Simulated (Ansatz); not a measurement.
Write a Python script for the Python package of Ansatz (0.2.0) that makes a geometry optimisation of CH8Si2Te, SMILES [SiH3]C[Te][SiH3]. Use: CAM-B3LYP, def2-SVP basis, multiplicity 1.

`ch8si2te.xyz`
```text
12

Si   -0.26410    1.72660    0.45680
C    -0.38950    0.10080    1.28210
Te    1.38550   -0.98870    0.87870
Si    0.65380   -1.72460   -1.33320
H    -0.20860    1.58920   -1.02830
H    -1.53470    2.54230    0.75690
H     0.88610    2.51540    0.93720
H    -0.44720    0.27270    2.37050
H    -1.25980   -0.44720    0.95460
H     0.43780   -0.57410   -2.19750
H    -0.73630   -2.38980   -1.14180
H     1.55380   -2.67770   -1.90190
```

`ch8si2te.py`:
```python
# -*- coding: utf-8 -*-
"""Relax the CH8Si2Te molecule."""

import itertools

import ansatz as az
from ase.data import atomic_numbers, covalent_radii
import numpy as np

molecule = az.Crystal.molecule_from_extxyz("ch8si2te.xyz")

calculation = (
    molecule.calculation()
    .basis(gaussian="def2-SVP")
    .functional("cam_b3lyp")
)
symbols = [site.symbol for site in molecule.cartesian_sites]
start = np.array([site.position_ang for site in molecule.cartesian_sites], dtype=float)
def progress(event):
    if event["event"] == "relax_step":
        row = event["data"]
        print(f"step {row['step']:3d}  E = {row['lagrangian_ev']:.6f} eV  largest force component {row['allowed_force_max_ev_ang']:.4f} eV/A")


report = calculation.relax(force_tolerance=0.005).session().plan().execute(on_event=progress).report
end = np.array(report["positions_ang"])

print(f"E = {report['free_energy_ev']:.6f} eV = {report['free_energy_ev'] / 27.211386246:.7f} Ha")
print("converged:", report["converged"], " doubts:", report["published_state_doubts"] or "none")

# pairs closer than 1.2 times the sum of covalent radii, before or after
radius = [covalent_radii[atomic_numbers[s]] for s in symbols]
span = lambda where, i, j: np.linalg.norm(where[i] - where[j])
bonded = [(i, j) for i, j in itertools.combinations(range(len(symbols)), 2) if min(span(start, i, j), span(end, i, j)) < 1.2 * (radius[i] + radius[j])]
print("pair        before    after (A)")
for i, j in bonded:
    print(f"{symbols[i]}{i}-{symbols[j]}{j}".ljust(10), f"{span(start, i, j):8.4f} {span(end, i, j):8.4f}")
```

```console
$ python ch8si2te.py
step   1  E = -24209.023150 eV  largest force component 2.1223 eV/A
step   2  E = -24209.192858 eV  largest force component 0.8055 eV/A
step   3  E = -24209.273907 eV  largest force component 0.1977 eV/A
step   4  E = -24209.283257 eV  largest force component 0.1188 eV/A
step   5  E = -24209.285854 eV  largest force component 0.0356 eV/A
step   6  E = -24209.285902 eV  largest force component 0.0279 eV/A
step   7  E = -24209.286146 eV  largest force component 0.0062 eV/A
step   8  E = -24209.286190 eV  largest force component 0.0033 eV/A
step   9  E = -24209.286244 eV  largest force component 0.0116 eV/A
step  10  E = -24209.286251 eV  largest force component 0.0176 eV/A
step  11  E = -24209.286297 eV  largest force component 0.0205 eV/A
step  12  E = -24209.286326 eV  largest force component 0.0103 eV/A
step  13  E = -24209.286353 eV  largest force component 0.0056 eV/A
step  14  E = -24209.286366 eV  largest force component 0.0049 eV/A
step  15  E = -24209.286375 eV  largest force component 0.0060 eV/A
step  16  E = -24209.286378 eV  largest force component 0.0039 eV/A
step  17  E = -24209.286378 eV  largest force component 0.0029 eV/A
E = -24209.286523 eV = -889.6748701 Ha
converged: True  doubts: none
pair        before    after (A)
Si0-C1       1.8276   1.8815
Si0-H4       1.4925   1.4885
Si0-H5       1.5394   1.4927
Si0-H6       1.4751   1.4873
C1-Te2       2.1214   2.1821
C1-H7        1.1034   1.0997
C1-H8        1.0793   1.0989
Te2-Si3      2.4432   2.5029
Si3-H9       1.4551   1.4866
Si3-H10      1.5529   1.4885
Si3-H11      1.4289   1.4867
```

Notes:
- Total energies depend on the basis set; only differences at equal settings carry meaning.
- The end point is the stationary point reached from this start; no frequency run checks that it is a minimum, and the basis set is modest.
- def2 sets replace the cores of elements past krypton by effective core potentials.
- It ran for 2.7 min on 1 thread of Arm Neoverse V1, on a shared host, peak memory 0.45 GiB.
